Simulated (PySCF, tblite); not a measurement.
# C₂H₁₃FSi₅: geometry, infrared bands and NMR shifts

Aim: predict the infrared bands and NMR shifts of C₂H₁₃FSi₅ (`CC[Si@@H]1[SiH2][SiH2][Si@@H](F)[SiH2]1`).

Programs: tblite 0.8.0 and PySCF 2.14.0, with density-fitted response routines of our own. Each step states its level of theory. These are calculated values for one molecule in the gas phase, unless marked as measured. Atoms count from 0, in the outputs and in this text.

### Step 1. Starting geometry

21 atoms, charge 0, multiplicity 1; geometry from: force field or distance geometry start.

Bonds of the start (Å): C0–C1 1.50, C1–Si2 1.83, Si2–Si3 2.24, Si3–Si4 2.22, Si4–Si5 2.25, Si5–F6 1.68, Si5–Si7 2.25, Si7–Si2 2.23, C0–H8 1.10, C0–H9 1.11, C0–H10 1.12, C1–H11 1.11, C1–H12 1.14, Si2–H13 1.48, Si3–H14 1.46, Si3–H15 1.48, Si4–H16 1.46, Si4–H17 1.47, Si5–H18 1.45, Si7–H19 1.48, Si7–H20 1.46.

### Step 2. Optimising the geometry with GFN2-xTB

The job: settings as JSON, then the geometry in Å.

```
{"job": {"kind": "relax", "xc": "GFN2-xTB", "basis": "xTB"}, "charge": 0, "multiplicity": 1}
C      2.733500    -0.177200    -1.143000
C      2.374200     0.429400     0.178700
Si     0.578600     0.615600     0.499400
Si    -0.337300    -1.184100     1.461500
Si    -2.507700    -0.775700     1.254800
Si    -2.730100     0.642500    -0.474500
F     -3.107100     2.147200     0.165400
Si    -0.653900     0.706200    -1.352100
H      1.864500    -0.513000    -1.728800
H      3.465800    -0.992200    -0.961800
H      3.288200     0.604600    -1.712500
H      2.900100     1.385900     0.388700
H      2.762400    -0.282700     0.972800
H      0.245400     1.807400     1.309100
H     -0.027400    -2.337600     0.618300
H      0.093100    -1.349200     2.863400
H     -3.059100    -0.229300     2.490100
H     -3.206900    -2.013400     0.896600
H     -3.702400     0.155000    -1.434800
H     -0.548300    -0.535400    -2.154800
H     -0.434500     1.913100    -2.137100
```

On the command line:

```sh
OMP_NUM_THREADS=1 python probes_run.py task.json out
```

One launch serves the whole session: the jobs run in the order shown.

**Question.** This job is followed by: GFN2-xTB harmonic vibrations, gas phase; GIAO PBE0/pcSseg-1 NMR shielding, non-relativistic, gas phase. Predict these results of the whole session: strongest single infrared mode (GFN2-xTB); zero-point energy (GFN2-xTB); 13C shifts against TMS (PBE0/pcSseg-1); 1H shifts against TMS (PBE0/pcSseg-1, means over atoms taken as alike); 29Si shifts against TMS (PBE0/pcSseg-1); 19F shifts against CFCl3 (PBE0/pcSseg-1).

**Answer**, as computed:

```
                                                              quantity                                                                 value
                             strongest single infrared mode (GFN2-xTB)                                                 2208 cm⁻¹, 530 km/mol
                                          zero-point energy (GFN2-xTB)                                                         84.0 kcal/mol
                                13C shifts against TMS (PBE0/pcSseg-1)                                                         13.8, 8.4 ppm
1H shifts against TMS (PBE0/pcSseg-1, means over atoms taken as alike)  6.65, 4.49, 3.77, 3.66, 3.63, 3.53, 3.33, 3.24, 0.94, 0.87, 0.74 ppm
                               29Si shifts against TMS (PBE0/pcSseg-1)                               48.9, -66.4, -121.3, -121.7, -122.2 ppm
                              19F shifts against CFCl3 (PBE0/pcSseg-1)                                                            -258.2 ppm
```

In words: The optimisation took 269 steps and gained 1.259 eV; among the close pairs (by a distance rule), Si2–Si7 changed most, from 2.226 to 2.351 Å. No mode is imaginary among the 57: a minimum at this level. The strongest single mode, at 2208 cm⁻¹, moves mainly H18. Unscaled tight-binding wavenumbers are off by several per cent, some by more. Its intensities can rank the bands wrongly. At PBE0/pcSseg-1: The widest tensor belongs to Si5: span 213 ppm, with a paramagnetic part of -576 ppm.
